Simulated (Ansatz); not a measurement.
Crystal: SbAs.

```
CELL_PARAMETERS angstrom
2.03271 1.17359 3.71659
-2.03271 1.17359 3.71659
0.00000 -2.34718 3.71659
ATOMIC_POSITIONS crystal
Sb 0.77090 0.77090 0.77090
As 0.22910 0.22910 0.22910
```

The cell is a database's computed one.

```yaml
Program: Ansatz 0.2.0
Task: relaxation of cell and atoms
Functional: RPBE
Potentials_or_basis: all-electron LAPW, scalar-relativistic
Basis_error_allowed: 0.001 eV/atom
k_mesh: 8 × 8 × 8
Occupations: fermi-dirac, width 0.05 eV
Spin: no spin polarisation
```

At the start: volume 26.60 Å³/atom.

How do energy, volume and symmetry change on relaxing?

Over 7 steps the energy falls by 10.1 meV/atom and the volume is 28.15 Å³/atom (+5.8 %); space group R3m (No. 160, to 0.05 Å).

Step by step:
| step | energy change (eV) | largest force (eV/Å) | volume (Å³) |
| --- | --- | --- | --- |
| 1 | 0.0000 | 0.1923 | 53.20 |
| 2 | -0.0081 | 0.1587 | 57.76 |
| 3 | -0.0195 | 0.0380 | 56.00 |
| 4 | -0.0198 | 0.0033 | 55.99 |
| 5 | -0.0201 | 0.0040 | 56.23 |
| 6 | -0.0201 | 0.0001 | 56.31 |
| 7 | -0.0201 | 0.0001 | 56.31 |

Final structure:
```yaml
crystal:
  lattice:
    - [2.05919, 1.18887, 3.83338]
    - [-2.05919, 1.18887, 3.83338]
    - [0.00000, -2.37775, 3.83338]
  atoms:
    - { symbol: Sb, position: [0.77220, 0.77220, 0.77220] }
    - { symbol: As, position: [0.22780, 0.22780, 0.22780] }
```
